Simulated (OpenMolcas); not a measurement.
# One shape, several levels: CH4ClGeO (SMILES [CH3][Ge]([OH])[Cl])

Aim: a comparison of 6 runs (UM06-2X/6-31G*, UM06-L/6-31G*, UTPSS/6-31G*, UB3LYP/6-31G*, ROMP2/6-31G*, ROCCSD(T)/6-31G*) of CH4ClGeO. 

Program for the calculation: OpenMolcas 26.06.

1 further run of the same task is left out (set aside as unsound or not needed).

### 1 The structure to begin with

CH4ClGeO: 8 atoms, total charge 0, spin state doublet. SMILES: `[CH3][Ge]([OH])[Cl]`. The Ge2–O3 distance was set to 2.313 Å, away from the relaxed value.

Bond lengths: C1–Ge2 1.958 Å, Ge2–Cl4 2.184 Å, C1–H5 1.090 Å, C1–H6 1.092 Å, C1–H7 1.089 Å, O3–H8 0.961 Å. Angles: C1–Ge2–Cl4 109.0°, Ge2–C1–H5 109.2°, Ge2–C1–H6 107.2°, Ge2–C1–H7 109.9°, H5–C1–H6 110.0°, H5–C1–H7 110.2°, H6–C1–H7 110.2°. A long bond or contact: Ge2–O3 2.313 Å.

### 2 The energy at UM06-2X/6-31G(d) (spherical functions) (run 1)

input.xyz reads:

```xyz
8

C     -0.342823     1.520425    -0.228087
Ge    -1.074323    -0.268175     0.090513
O      0.714600    -1.504600     0.880000
Cl    -1.659923    -1.146775    -1.821587
H      0.006677     1.937725     0.715913
H      0.494077     1.407925    -0.919787
H     -1.107623     2.161525    -0.663087
H      0.584600    -2.453200     0.797100
```

mol.input reads:

```
>>> EXPORT MOLCAS_PRINT=2

&gateway
  baslib=$CurrDir
  coord=input.xyz
  basis=6-31Gs
  group=NoSym

&seward
  gridinput
  Grid=UltraFine
  End of Grid

&scf
  uhf
  spin=2
  ksdft=M062X
  thresholds=1e-10 1e-07 1e-07 1e-05
  prorbitals=1 1
```

The basis set 6-31G* is read from a file made from the Basis Set Exchange's data (not shown).

Run with:

```
$ export MOLCAS_MEM=1860
$ pymolcas mol.input > mol.log
```

The log of the run:

```text
--- Start Module: gateway ---
[...]
--- Stop Module: gateway /rc=_RC_ALL_IS_WELL_ ---
--- Start Module: seward ---
[...]
      Basis functions           86
--- Stop Module: seward /rc=_RC_ALL_IS_WELL_ ---
[...]
--- Start Module: scf ---
[...]
       Convergence after  20 Iterations
[...]
::    Total KS-DFT energy                           -2652.5412159569
[...]
      Total spin, S                                     0.5066967355
[...]
      Total electronic charge=   67.000000
      Total            charge=   -0.000000
[...]
      Dipole Moment (debye):
      Origin of the operator (angstrom)=   -0.9237   -0.4447   -0.3246
                   X= -1.4160E+00               Y=  2.1932E+00               Z=  4.1572E-01           Total=  2.6435E+00
      Quadrupole Moment (debye*angstrom):
[...]
--- Stop Module: scf /rc=_RC_ALL_IS_WELL_ ---
[...]
```

Run time: 76 s. Hardware: 1 thread of Intel Xeon Platinum 8259CL at 2.50GHz (Skylake/Cascade Lake), shared host; peak memory 0.47 GiB.

### 3 A single-point energy at UM06-L/6-31G(d) (spherical functions) (run 2)

mol.input reads:

```
&GATEWAY
BASLIB = $CurrDir
COORD
8
angstrom
C       -0.342823       1.520425      -0.228087
Ge      -1.074323      -0.268175       0.090513
O        0.714600      -1.504600       0.880000
Cl      -1.659923      -1.146775      -1.821587
H        0.006677       1.937725       0.715913
H        0.494077       1.407925      -0.919787
H       -1.107623       2.161525      -0.663087
H        0.584600      -2.453200       0.797100
BASIS = 6-31Gs
GROUP = NoSym
&SEWARD
GRIDINPUT
Grid=UltraFine
End of Grid
&SCF
UHF
SPIN = 2
KSDFT = M06L
THRESHOLDS = 1e-10 1e-07 1e-07 1e-05
PRORBITALS = 0
```

The basis set 6-31G* is read from a file made from the Basis Set Exchange's data (not shown).

Run with:

```
$ export MOLCAS_MEM=1860
$ pymolcas mol.input > mol.log
```

The log of the run:

```text
--- Start Module: gateway ---
[...]
--- Stop Module: gateway /rc=_RC_ALL_IS_WELL_ ---
--- Start Module: seward ---
[...]
      Basis functions           86
--- Stop Module: seward /rc=_RC_ALL_IS_WELL_ ---
[...]
--- Start Module: scf ---
[...]
       Convergence after  21 Iterations
[...]
::    Total KS-DFT energy                           -2652.5447299101
[...]
      Total spin, S                                     0.5042878096
[...]
      Total electronic charge=   67.000000
      Total            charge=   -0.000000
[...]
      Dipole Moment (debye):
      Origin of the operator (angstrom)=   -0.9237   -0.4447   -0.3246
                   X= -8.0432E-01               Y=  1.8453E+00               Z=  5.2963E-01           Total=  2.0814E+00
      Quadrupole Moment (debye*angstrom):
[...]
--- Stop Module: scf /rc=_RC_ALL_IS_WELL_ ---
[...]
```

Run time: 78 s. Hardware: 1 thread of Intel Xeon Platinum 8259CL at 2.50GHz (Skylake/Cascade Lake), shared host; peak memory 0.47 GiB.

Runs 3 to 5 aren't shown in full; the table further down has their settings and results.

### 4 The energy at ROCCSD(T)/6-31G(d) (spherical functions) (run 6)

calc.input reads:

```
* CH4ClGeO CCSD(T)
&GATEWAY
BasLib
$CurrDir
Coord
8
angstrom
C       -0.342823       1.520425      -0.228087
Ge      -1.074323      -0.268175       0.090513
O        0.714600      -1.504600       0.880000
Cl      -1.659923      -1.146775      -1.821587
H        0.006677       1.937725       0.715913
H        0.494077       1.407925      -0.919787
H       -1.107623       2.161525      -0.663087
H        0.584600      -2.453200       0.797100
Basis
6-31Gs
Group
NoSym
&SEWARD
&SCF
UHF
Spin
2
Thresholds
1e-10 1e-07 1e-07 1e-05
PrOrbitals
1 1
&RASSCF
FileOrb
$Project.UnaOrb
Spin
2
Nactel
1 0 0
Inactive
33
Ras2
1
OutOrbitals
Canonical
OrbListing
Nothing
&MOTRA
JobIph
Frozen
16
&CCSDT
CCT
Triples
3
Iterations
80
Accuracy
1e-08
Extrapolation
5 4
```

The basis set 6-31G* is read from a file made from the Basis Set Exchange's data (not shown).

Run with:

```
$ export MOLCAS_MEM=1860
$ pymolcas calc.input > calc.log
```

The log of the run:

```text
--- Start Module: gateway ---
[...]
--- Stop Module: gateway /rc=_RC_ALL_IS_WELL_ ---
[...]
      Basis functions           86
[...]
       Convergence after  27 Iterations
[...]
::    Total SCF energy                              -2649.5967224563
[...]
      Total spin, S                                     0.5931668904
[...]
      Number of active orbitals                  1
[...]
      Spin quantum number                      0.5
[...]
      Active orbitals                            1
[...]
      Number of CSFs                             1
[...]
      Number of root(s) required                 1
[...]
      Convergence after 19 iterations
[...]
      printout of CI-coefficients larger than  0.05 for root  1
      energy=   -2649.586710
      conf/sym  1     Coeff  Weight
             1  u   1.00000 1.00000
      Natural orbitals and occupation numbers for root  1
      sym 1:   1.000000
      ************************************************************************************************************************
      *                                                    Final results                                                     *
[...]
::    RASSCF root number  1 Total energy:  -2649.58670966
[...]
      Total electronic charge=   67.000000
      Total            charge=   -0.000000
[...]
      Dipole Moment (debye):
      Origin of the operator (angstrom)=   -0.9237   -0.4447   -0.3246
                   X= -2.0667E+00               Y=  2.5934E+00               Z=  3.9500E-01           Total=  3.3396E+00
      Quadrupole Moment (debye*angstrom):
[...]
--- Start Module: motra ---
[...]
      *** WARNING: Default frozen orbitals is overwritten by user input.
      *** Default values:  21
[...]
--- Stop Module: motra /rc=_RC_ALL_IS_WELL_ ---
[...]
--- Start Module: ccsdt ---
[...]
      Convergence after                    26  Iterations
      Total energy (diff) :   -2650.29600776      -0.00000001
[...]
 METHOD                       : CCSD+T(CCSD)+<T3(1)WT1>+<T3(1)UT2> = CCSD(T)
[...]
       CCSD     =     -2650.2960077589164
[...]
--- Stop Module: ccsdt /rc=_RC_ALL_IS_WELL_ ---
[...]
```

It took 2.4 min on 1 thread of Intel Xeon Platinum 8259CL at 2.50GHz (Skylake/Cascade Lake), shared host; peak memory 0.47 GiB.

### 5 All runs side by side

| run | level | Cartesian functions | integration grid | energy (Eh) | dipole moment (D) | HOMO energy (eV) | LUMO energy (eV) | wall time |
| --- | --- | --- | --- | --- | --- | --- | --- | --- |
| 1 | UM06-2X/6-31G* (spherical functions) | no | UltraFine | -2652.541216 | 2.64 | -8.06 | -2.91 | 76 s |
| 2 | UM06-L/6-31G* (spherical functions) | no | UltraFine | -2652.544730 | 2.08 | -5.72 | -4.51 | 78 s |
| 3 | UTPSS/6-31G* (spherical functions) | no | UltraFine | -2652.632704 | 1.98 | -5.67 | -4.46 | 82 s |
| 4 | UB3LYP/6-31G* (Cartesian functions) | yes | UltraFine | -2652.691154 | 2.14 | -6.53 | -4.05 | 70 s |
| 5 | ROMP2/6-31G* (spherical functions) | no | – | -2650.277483 | – | – | – | 28 s |
| 6 | ROCCSD(T)/6-31G* (spherical functions) | no | – | -2650.314910 | – | – | – | 2.4 min |

### 6 What came out

| quantity | value |
| --- | --- |
| run 6: total energy | -2650.31491 Eh |
| run 6: (T) correction | -18.90 mEh |

In words: Over runs 1, 2, 3, 4 the dipole moment (its size) runs from 1.98 D (UTPSS/6-31G*) to 2.64 D (UM06-2X/6-31G*). Totals of different functionals can't be ranked against each other. All runs together took 8 min, the longest 2.4 min.
